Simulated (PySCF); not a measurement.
# TcN₂⁻: relaxation and vibrations of the singlet

Where does singlet TcN₂⁻ go from a PBE minimum start, is the end point a minimum, and what are its modes, charges and moments?

Method: PBE, basis Tc def2-SVPD with ECP28, N def2-SVPD, scalar-relativistic core potentials, no spin–orbit coupling, density fitting; program: PySCF 2.14.0.

### 1 Where the work starts

3 atoms, charge -1, spin multiplicity 1.

Bond lengths: Tc1–N2 1.677 Å, Tc1–N3 1.677 Å. Angles: N2–Tc1–N3 103.5°.

Coordinates in bohr (charge -1 multiplicity 1):
```
Tc    0.0000    0.0000   -0.4320
N     2.4879    0.0000    1.5298
N    -2.4879    0.0000    1.5298
```

### 2 The SCF at the typed geometry

One driver script runs all steps and calls PySCF; scf.py shows how it sets up the SCF of each step. The optimiser is the driver's own. After this first run the driver tries any further starts and a stability analysis.

scf.py

```python
from pyscf import gto, scf, dft
mol = gto.M(atom='''
Tc     0.000000     0.000000    -0.228579
N      1.316524    -0.000000     0.809544
N     -1.316524     0.000000     0.809544''',
    basis={'Tc': 'def2-SVPD', 'N': 'def2-SVPD'},
    ecp={'Tc': 'def2-SVPD'},
    charge=-1, spin=0)
mf = dft.RKS(mol, xc='PBE')
mf.grids.atom_grid = (50, 194)
aux = {'Tc': 'def2-universal-JKFIT', 'N': 'def2-universal-JKFIT'}
mf = mf.density_fit(auxbasis=aux)
mf.conv_tol = 1e-08
mf.diis_space = 10
mf.max_cycle = 60
mf.init_guess = 'minao'
mf.verbose = 4
mf.kernel()
```

Launch:

```bash
OMP_NUM_THREADS=2 python axn.py task.json out
```

Standard output, cut to the lines that bear on the results:

```text
[... the frontier levels of the middle cycles are left out ...]
init E= -181.836766867605
  HOMO = -0.436296550517573  LUMO = -0.414605109747383  gap/eV = 0.59025
cycle= 1 E= -189.832066313236  delta_E=   -8  |g|= 0.916  |ddm|= 3.56
  HOMO = 0.138197262250891  LUMO = 0.189486630249361  gap/eV = 1.39565
cycle= 2 E= -185.833668571493  delta_E=    4  |g|=  3.6  |ddm|= 6.04
  HOMO = 0.0876427198013676  LUMO = 0.130123366700312  gap/eV = 1.15596
cycle= 3 E= -189.441918039606  delta_E= -3.61  |g|= 1.62  |ddm|= 5.36
cycle= 4 E= -190.097029318239  delta_E= -0.655  |g|= 0.208  |ddm|= 2.79
cycle= 5 E= -190.098170588379  delta_E= -0.00114  |g|= 0.197  |ddm|= 1.15
cycle= 6 E= -190.110003535709  delta_E= -0.0118  |g|= 0.0809  |ddm|= 0.46
cycle= 7 E= -190.111354642058  delta_E= -0.00135  |g|= 0.0276  |ddm|= 0.102
cycle= 8 E= -190.111490018246  delta_E= -0.000135  |g|= 0.00755  |ddm|= 0.0236
cycle= 9 E= -190.111511406095  delta_E= -2.14e-05  |g|= 0.00147  |ddm|= 0.0267
cycle= 10 E= -190.111512173906  delta_E= -7.68e-07  |g|= 0.000544  |ddm|= 0.00393
cycle= 11 E= -190.111512283574  delta_E= -1.1e-07  |g|= 0.000144  |ddm|= 0.00147
cycle= 12 E= -190.11151229152  delta_E= -7.95e-09  |g|= 3.07e-05  |ddm|= 0.000374
  HOMO = 0.0240566119498773  LUMO = 0.0508732581950131  gap/eV = 0.72972
Extra cycle  E= -190.111512283761  delta_E= 7.76e-09  |g|= 0.000188  |ddm|= 0.000353
converged SCF energy = -190.111512283761
```

This step, with its further starts and checks, needed 4.3 s of wall time on 2 threads of Arm Neoverse V1, shared host.

No lower closed-shell solution turned up in the test of internal stability.

### 3 PBE minimum start, singlet: relaxation

The program finds C2v symmetry in the start, which this walk keeps.

scf.py: that of step 2 with these lines changed.

```diff
@@ -3,3 +3,3 @@
-Tc     0.000000     0.000000    -0.228579
-N      1.316524    -0.000000     0.809544
-N     -1.316524     0.000000     0.809544''',
+Tc     0.000000     0.000000    -0.229084
+N      1.316524     0.000000     0.809039
+N     -1.316524     0.000000     0.809039''',
@@ -16 +15,0 @@
-mf.init_guess = 'minao'
```

Energy and gradient, step by step:

| step | energy (Eh) | change (kJ/mol) | largest symmetric gradient (Eh/bohr) |
| --- | --- | --- | --- |
| 0 | -190.111512 | 0.00 | 0.00042 |
| 1 | -190.111513 | 0.00 | 0.00042 |
| 2 | -190.111514 | 0.00 | 0.00004 |

The walk took 4 s.

End point (C2v, 2 steps, 0.0 kJ/mol gained): Tc–N 1.676 Å (×2); N–Tc–N 103.4°.

### 4 Frequencies

On the finer grid the gradient is checked again; gradients at displacements of ±0.02 bohr then give force constants and infrared intensities.

scf.py: that of step 3 with these lines changed.

```diff
@@ -3,3 +3,3 @@
-Tc     0.000000     0.000000    -0.229084
-N      1.316524     0.000000     0.809039
-N     -1.316524     0.000000     0.809039''',
+Tc     0.000000     0.000000    -0.228553
+N      1.316528     0.000000     0.809573
+N     -1.316528     0.000000     0.809573''',
@@ -10 +10 @@
-mf.grids.atom_grid = (50, 194)
+mf.grids.atom_grid = (75, 302)
@@ -13 +13 @@
-mf.conv_tol = 1e-08
+mf.conv_tol = 1e-10
```

The driver hands on the density of the step before, so the log starts near convergence.

SCF at the final geometry:

```text
init E= -190.111559210332
  HOMO = 0.0240487765254187  LUMO = 0.0508598386433921  gap/eV = 0.72957
cycle= 1 E= -190.111559210238  delta_E= 9.4e-11  |g|= 1.67e-05  |ddm|= 6.34e-05
  HOMO = 0.0240515629264078  LUMO = 0.0508637542202131  gap/eV = 0.72960
cycle= 2 E= -190.111559208967  delta_E= 1.27e-09  |g|= 6.44e-05  |ddm|= 0.000215
  HOMO = 0.0240500989535342  LUMO = 0.0508614750048224  gap/eV = 0.72957
cycle= 3 E= -190.111559210218  delta_E= -1.25e-09  |g|= 2.45e-05  |ddm|= 0.000151
  HOMO = 0.0240495012422794  LUMO = 0.0508608187603645  gap/eV = 0.72957
cycle= 4 E= -190.111559210341  delta_E= -1.23e-10  |g|= 4.3e-07  |ddm|= 2.41e-05
  HOMO = 0.0240494866648007  LUMO = 0.0508608007585298  gap/eV = 0.72957
cycle= 5 E= -190.111559210341  delta_E= 5.68e-14  |g|= 5.75e-07  |ddm|= 9.53e-07
  HOMO = 0.0240494610895823  LUMO = 0.050860769963359  gap/eV = 0.72957
Extra cycle  E= -190.111559210337  delta_E= 4.26e-12  |g|= 3.79e-06  |ddm|= 3.82e-06
converged SCF energy = -190.111559210337
```

The whole step took 18 s.

Geometry: C2v; Tc–N 1.677 Å (×2); N–Tc–N 103.5°.

Harmonic modes (main isotopes):

| symmetry | ω (cm⁻¹) | IR (km/mol) | type |
| --- | --- | --- | --- |
| a1 | 469 | 2.0 | bend |
| b2 | 965 | 103 | stretch |
| a1 | 1063 | 99.1 | stretch |

No imaginary mode, so this is a minimum.

Constants and moments:

```
Dipole moment about the centre of mass                          : 1.66 D
Highest occupied level                                          : 0.65 eV
Lowest empty level                                              : 1.38 eV
Rotational constants                                            : 0.7167, 0.3473, 0.2339 cm⁻¹
Zero-point energy                                               : 14.9 kJ/mol
Principal polarisabilities                                      : 95.1, 107.3, 107.8 bohr³
Principal traceless quadrupole moments about the centre of mass : -4.85, 0.07, 4.78 D Å
Entropy at 298.15 K and 1 bar                                   : 262.9 J/(mol K)
Heat capacity Cp at 298.15 K                                    : 41.8 J/(mol K)
Enthalpy at 298.15 K above 0 K                                  : 10.75 kJ/mol
Rotational symmetry number                                      : 2
```

Populations by atom (charges in e):

| atom | Mulliken | Löwdin | polar tensor | Mayer order to Tc1 |
| --- | --- | --- | --- | --- |
| Tc1 | -0.36 | -0.32 | 0.09 | – |
| N2,3 | -0.32 | -0.34 | -0.55 | 2.53 |

Outer orbital energies (eV). occupied: -11.84, -3.68, -3.19, -2.81, -2.48, -1.99, 0.24, 0.65; empty: 1.38, 1.79, 3.40, 4.18.

Mulliken populations on Tc1 (outside its core potential): s 3.40, p 6.47, d 5.45, f 0.04.

### 5 The broken-symmetry singlet

A stability analysis found the closed shell of the lowest minimum unstable towards spin polarisation, so the unrestricted solution is followed.

The program finds C2v symmetry in the start, which may break. The walk stops when the largest gradient is under 0.0003 Eh/bohr and the energy has settled too.

scf.py: that of step 4 with these lines changed.

```diff
@@ -3,3 +3,3 @@
-Tc     0.000000     0.000000    -0.228553
-N      1.316528     0.000000     0.809573
-N     -1.316528     0.000000     0.809573''',
+Tc     0.000000     0.000000    -0.229085
+N      1.316528     0.000000     0.809041
+N     -1.316528     0.000000     0.809041''',
@@ -9,2 +9,2 @@
-mf = dft.RKS(mol, xc='PBE')
-mf.grids.atom_grid = (75, 302)
+mf = dft.UKS(mol, xc='PBE')
+mf.grids.atom_grid = (50, 194)
@@ -13 +13 @@
-mf.conv_tol = 1e-10
+mf.conv_tol = 1e-08
```

The optimiser's trace:

| step | energy (Eh) | change (kJ/mol) | largest gradient (Eh/bohr) |
| --- | --- | --- | --- |
| 0 | -190.112609 | 0.00 | 0.00247 |
| 1 | -190.112665 | -0.15 | 0.00233 |
| 2 | -190.112672 | -0.16 | 0.00034 |
| 3 | -190.112672 | -0.16 | 0.00006 |

The walk took 6.6 s.

Positions (Å) and forces (eV/Å) along the way:

```
step 0
Tc   0.000   0.000  -0.229  -0.001   0.000   0.127
N    1.317   0.000   0.809   0.116   0.000  -0.063
N   -1.317   0.000   0.809  -0.115   0.000  -0.064
step 1
Tc   0.000   0.000  -0.220   0.001   0.000  -0.120
N    1.328   0.000   0.805   0.019   0.000   0.060
N   -1.328   0.000   0.805  -0.019   0.000   0.060
step 2
Tc   0.000   0.000  -0.223   0.000   0.000   0.018
N    1.326   0.000   0.806  -0.011   0.000  -0.009
N   -1.326   0.000   0.806   0.011   0.000  -0.009
step 3
Tc   0.000   0.000  -0.222   0.001   0.000  -0.003
N    1.326   0.000   0.806   0.002   0.000   0.001
N   -1.326   0.000   0.806  -0.003   0.000   0.002
```

It settles in C2v symmetry, 0.2 kJ/mol below the start, after 3 steps: Tc–N 1.678 Å (×2); N–Tc–N 104.4°.

### 6 Is it a minimum? Harmonic modes

The same treatment as at the point before.

scf.py: that of step 5 with these lines changed.

```diff
@@ -3,3 +3,3 @@
-Tc     0.000000     0.000000    -0.229085
-N      1.316528     0.000000     0.809041
-N     -1.316528     0.000000     0.809041''',
+Tc     0.000000    -0.000000    -0.226008
+N      1.327414    -0.000000     0.800866
+N     -1.327414     0.000000     0.800866''',
@@ -10 +10 @@
-mf.grids.atom_grid = (50, 194)
+mf.grids.atom_grid = (75, 302)
@@ -13 +13 @@
-mf.conv_tol = 1e-08
+mf.conv_tol = 1e-10
```

Log of the central SCF (cycles and frontier levels):

```text
init E= -190.112742879492
[... the frontier-level lines of each cycle are left out ...]
cycle= 1 E= -190.112742857855  delta_E= 2.16e-08  |g|= 0.000218  |ddm|= 0.000209
cycle= 2 E= -190.112741875892  delta_E= 9.82e-07  |g|= 0.00147  |ddm|= 0.00138
cycle= 3 E= -190.112742878879  delta_E= -1e-06  |g|= 5.25e-05  |ddm|= 0.0012
cycle= 4 E= -190.112742879944  delta_E= -1.07e-09  |g|= 1.26e-05  |ddm|= 4.3e-05
cycle= 5 E= -190.112742880019  delta_E= -7.47e-11  |g|= 6.96e-07  |ddm|= 1.83e-05
Extra cycle  E= -190.112742880018  delta_E= 4.55e-13  |g|= 2.14e-06  |ddm|= 7.34e-06
converged SCF energy = -190.112742880018  <S^2> = 0.43516948  2S+1 = 1.6554993
```

The whole step needed 29 s of wall time on 2 threads of Arm Neoverse V1, shared host.

Geometry: C2v; Tc–N 1.678 Å (×2); N–Tc–N 104.5°.

Modes, for the most abundant isotopes:

| ω (cm⁻¹) | IR (km/mol) |
| --- | --- |
| 441 | 8.6 |
| 960 | 119 |
| 1055 | 99.1 |

No imaginary mode, so this is a minimum.

Here the density breaks the symmetry of the frame, and no labels are given.

Properties at this point:

```
Dipole moment about the centre of mass                          : 1.97 D
Highest occupied level                                          : 0.57 eV
Lowest empty level                                              : 1.56 eV
Rotational constants                                            : 0.7325, 0.3416, 0.233 cm⁻¹
Zero-point energy                                               : 14.7 kJ/mol
Principal polarisabilities                                      : 92.1, 100.5, 106.5 bohr³
Principal traceless quadrupole moments about the centre of mass : -5.30, 0.83, 4.47 D Å
Entropy at 298.15 K and 1 bar                                   : 263.3 J/(mol K)
Heat capacity Cp at 298.15 K                                    : 42.1 J/(mol K)
Enthalpy at 298.15 K above 0 K                                  : 10.82 kJ/mol
Rotational symmetry number                                      : 2
Spin squared ⟨S²⟩                                               : 0.435
```

Populations by atom (charges in e):

| atom | Mulliken | Löwdin | polar tensor | spin (Mulliken) | Mayer order to Tc1 |
| --- | --- | --- | --- | --- | --- |
| Tc1 | -0.31 | -0.31 | 0.10 | 0.00 | – |
| N2,3 | -0.34 | -0.34 | -0.55 | 0.00 | 2.54 |

Outer orbital energies (eV). α occupied: -11.74, -3.58, -3.12, -2.76, -2.38, -1.90, 0.30, 0.57; empty: 1.56, 1.83, 3.48, 4.24. β occupied: -11.74, -3.58, -3.12, -2.76, -2.38, -1.90, 0.30, 0.57; empty: 1.56, 1.83, 3.48, 4.24.

Mulliken populations on Tc1 (outside its core potential): s 3.23, p 6.56, d 5.48, f 0.04.

### 7 The points found, side by side

| spin | group | bonds | imaginary modes (cm⁻¹) | ΔE (kJ/mol) | with zero-point energy |
| --- | --- | --- | --- | --- | --- |
| broken-symmetry (Ms = 0) | C2v (density of lower symmetry) | Tc–N 1.678 Å (×2) | none | 0.0 | 0.0 |
| singlet | C2v | Tc–N 1.677 Å (×2) | none | 3.1 | 3.4 |

### 8 Summary of results

| quantity | value |
| --- | --- |
| minimum | broken-symmetry (Ms = 0), C2v |
| geometry | Tc–N 1.678 Å (×2); N–Tc–N 104.5° |
| wavenumbers (cm⁻¹) | 441, 960, 1055 |
| dipole moment (centre of mass) | 1.97 D |
| highest occupied, lowest empty level (either spin) | 0.57, 1.56 eV |
| polar-tensor charge of Tc1 | +0.10 e |
| zero-point energy | 14.7 kJ/mol |
| entropy at 298.15 K | 263.3 J/(mol K) |
| ⟨S²⟩ | 0.435 |

What this shows: The PBE minimum start keeps its C2v symmetry and ends in a minimum. The determinant is spin-contaminated (⟨S²⟩ = 0.44 against 0.00), so it is no pure spin state. The strongest infrared band lies at 960 cm⁻¹ (stretch). Other starts or spin states, not run here, may lie lower. The SCF density has lower symmetry than the nuclear frame. The highest occupied level lies above zero: either self-interaction error lifts it or the extra electron is not bound, and the basis holds it in place.

The search up to here took 70 s.
